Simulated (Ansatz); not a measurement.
# BClFH3O: the cost of one run

Program: Ansatz 0.2.0. Level of theory: RKS PBE-D4/def2-SVP. These are calculated values, not measurements.

## 1. The starting structure

Bond lengths: B1–Cl2 2.210 Å, B1–F3 1.320 Å, B1–O4 1.410 Å, O4–H5 1.010 Å, Cl2–H7 1.516 Å. Angles: B1–Cl2–H7 56.2°, Cl2–B1–F3 120.0°, Cl2–B1–O4 120.0°, F3–B1–O4 120.0°, B1–O4–H5 109.5°.

Coordinates:

```xyz
7

B     0.0000    0.0000    0.0000
Cl    0.0000    0.0000    2.2100
F     1.1431    0.0000   -0.6600
O    -1.2211    0.0000   -0.7050
H    -1.7308   -0.8467   -0.4965
H     0.0668    1.4124    0.4698
H     0.0595    1.2578    1.3665
```

## 2. A restrained relaxation towards end A

Springs on the bonds that form and break draw the guess towards this end; the thresholds are loose.

File input.yaml:

```yaml
crystal:
  periodic: [false, false, false]
  atoms:
    - { symbol: B, position_ang: [0.0, 0.0, 0.0] }
    - { symbol: Cl, position_ang: [0.0, 0.0, 2.21] }
    - { symbol: F, position_ang: [1.1431, 0.0, -0.66] }
    - { symbol: O, position_ang: [-1.2211, 0.0, -0.705] }
    - { symbol: H, position_ang: [-1.7308, -0.8467, -0.4965] }
    - { symbol: H, position_ang: [0.0668, 1.4124, 0.4698] }
    - { symbol: H, position_ang: [0.0595, 1.2578, 1.3665] }
basis:
  gaussian: { orbitals: def2-SVP }
hamiltonian:
  xc: pbe
  dispersion: d4
relax:
  f_tol: 0.15
  max_steps: 25
  restrain:
    - { distance: [0, 5], at: 2.39, k: 30.0 }
    - { distance: [6, 1], at: 2.57, k: 30.0 }
    - { distance: [0, 1], at: 1.86, k: 30.0 }
    - { distance: [6, 5], at: 0.66, k: 30.0 }
```

On the command line:

```
$ ansatz run input.yaml --threads 1 --pin off --max-ram 2048MiB --backend cpu --events-out ev --progress --plain --runs-dir out
```

**Question.** How long does this run take on 1 thread of Intel Xeon 6975P-C (Granite Rapids), shared host, and how much memory does it need?

About 11 s, with a peak of 0.16 GiB.
